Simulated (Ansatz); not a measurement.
# TiHO+ (triplet): wave-function methods side by side, def2-TZVPP

One table from this session's results is given with a row withheld; the runs are named, their logs left out.

Computed with Ansatz 0.2.0, Gaussian basis. Level: def2-TZVPP, core rule «outside noble gas», up to 10 orbitals frozen.

The runs, in order: UHF; CCSD(T) on ROHF; CCSD(T) on UHF; CCSDT(Q) on ROHF; CCSDT(Q) on UHF.

4 further runs of the same task are left out: 3 for a known fault of the program, 1 set aside as unsound or not needed.

## The geometry

The geometry is a PBE0/def2-TZVP stationary point (not a proven minimum) of the parent state, kept for this charge and spin.

3 atoms, charge 1, spin multiplicity 3.

Atoms are counted from 1 here; the program's logs count them from 0.

Bond lengths: Ti1–O2 2.213 Å, O2–H3 0.979 Å. Angles: Ti1–O2–H3 135.0°.

Set-up of the first run:

The input, in.yaml:

```yaml
crystal:
  periodic: [false, false, false]
  atoms:
    - {symbol: Ti, position_ang: [0.000000, 0.151588, -1.715051]}
    - {symbol: O, position_ang: [0.000000, 0.253835, 0.495508]}
    - {symbol: H, position_ang: [0.000000, -0.405423, 1.219543]}
basis:
  gaussian: {orbitals: def2-TZVPP}
total_charge: 1
magnetization: {spin_polarized: true, initial_magnetization: 2}
hamiltonian: {xc: hf}
output: {orbitals: {seedname: orbitals}}
```

Run with:

```sh
ansatz run in.yaml --threads 1 --pin off --events-out ev --progress --plain --max-ram 4096MiB --backend cpu
```

Among the steps run: UHF; CCSD(T) on ROHF; CCSD(T) on UHF; CCSDT(Q) on ROHF; CCSDT(Q) on UHF.

One of the session's tables, all rows but one given; the rest of the session is left out.

```
   method  from RCCSDT(Q) (meV)
     ROHF               +8355.9
      UHF               +8226.1
     RMP2                +491.0
     UMP2                +368.1
    RCCSD                +416.3
    UCCSD                +312.0
 RCCSD(T)                 +53.3
 UCCSD(T)                 -45.4
   RCCSDT                     ?
   UCCSDT                 -66.4
RCCSDT(Q)                     0
UCCSDT(Q)                -108.2
```

Estimate the missing values for RCCSDT.

The run gave: from RCCSDT(Q) (meV): +25.8. In the column «from RCCSDT(Q) (meV)» it lies between RCCSDT(Q) (0) and RCCSD(T) (+53.3).

Caveats from the session: Warnings: coupled cluster took another determinant than the lowest. Restricted and unrestricted rows rest on different reference determinants; where their highest levels disagree by more than a few hundredths of an eV, they describe different states and don't form one ladder.
